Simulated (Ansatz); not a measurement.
# HfZrS4: the cost of one run

Method: DFT PBE, scalar-relativistic, plane waves, PAW, in Ansatz 0.2.0.

1 further run of the same task is left out (it didn't finish).

**1. Starting point**

The structure is monoclinic, space group C2/m (No. 12). The conventional cell has a = 14.996 Å, b = 3.669 Å, c = 6.352 Å, α = 90.00°, β = 115.03°, γ = 90.00°. Zr (site symmetry 2/m) is surrounded by 6 S at 2.57 to 2.58 Å. Hf (site symmetry 2/m) is surrounded by 6 S at 2.55 to 2.56 Å. Around S (site symmetry m) lie 2 Hf at 2.56 Å and 1 Zr at 2.58 Å. S (site symmetry m) is surrounded by 1 Hf at 2.55 Å and 2 Zr at 2.57 Å.

As a file:

```xyz
6
Lattice="7.4972 -1.8344 0.1149 7.4972 1.8344 0.1149 -2.7757 0.0000 5.7133" Properties=species:S:1:pos:R:3 pbc="T T T"
Zr    6.1094    0.0000    2.9715
Hf    0.0000    0.0000    0.0000
S     5.7400    0.0000    0.4220
S    11.8344    0.0000    3.4179
S     6.4788    0.0000    5.5211
S     0.3843    0.0000    2.5252
```

The cell was relaxed beforehand at this level, from a generated guess; it needn't be the stable form of this composition. At a tolerance of 0.02 Å it has space group C2/m (No. 12); it has 26.39 Å³/atom, an uncorrected energy of -1.57 eV/atom over the elements.

**2. Static run: bands, density of states and charges**

The input, input.yaml:

```yaml
crystal:
  lattice:
    - [7.4972180752, -1.8343953802, 0.1148566752]
    - [7.4972180752, 1.8343953802, 0.1148566752]
    - [-2.7756876875, 0.0, 5.7133351124]
  atoms:
    - { symbol: Zr, position: [0.5, 0.5, 0.5] }
    - { symbol: Hf, position: [0.0, 0.0, 0.0] }
    - { symbol: S, position: [0.3935514477, 0.3935514477, 0.0580349649] }
    - { symbol: S, position: [0.8933470148, 0.8933470148, 0.5623110917] }
    - { symbol: S, position: [0.6064485523, 0.6064485523, 0.9419650351] }
    - { symbol: S, position: [0.1066529852, 0.1066529852, 0.4376889083] }
basis:
  ecutwfc: 420
kpoints:
  mp_grid: { grid: [8, 8, 6] }
  band_path:
    path:
      - [[0.0, 0.0, 0.0], [-0.2682269, 0.2682269, 0.0]]
      - [[-0.7317731, -0.2682269, 0.0], [-0.5, -0.5, 0.0], [0.0, 0.0, 0.0], [-0.5, -0.5, 0.5], [-0.74998229, -0.25001771, 0.5]]
      - [[-0.25001771, 0.25001771, 0.5], [0.0, 0.0, 0.5], [0.0, 0.0, 0.0]]
      - [[-0.5, 0.0, 0.5], [0.0, 0.0, 0.0], [-0.5, 0.0, 0.0]]
    npoints: 14
hamiltonian:
  xc: pbe
scf:
  occupations: { method: gaussian, width: 0.02 }
  n_extra_bands: 15
output:
  forces: true
  stress: true
  eigenvalues: true
  populations: true
  dos: { projected: true, de: 0.02, nscf_kmesh: { grid: [12, 12, 9] } }
  bader: true
```

The run is started by

```sh
> ansatz run input.yaml --threads 1 --pin off --max-ram 2560MiB --backend cpu --events-out ev --progress --plain --runs-dir out
```

What time and memory should one allow on 1 thread of Intel Xeon at 2.50GHz (Skylake/Cascade Lake), shared host?

About 8.6 min, with a peak of 1.5 GiB.
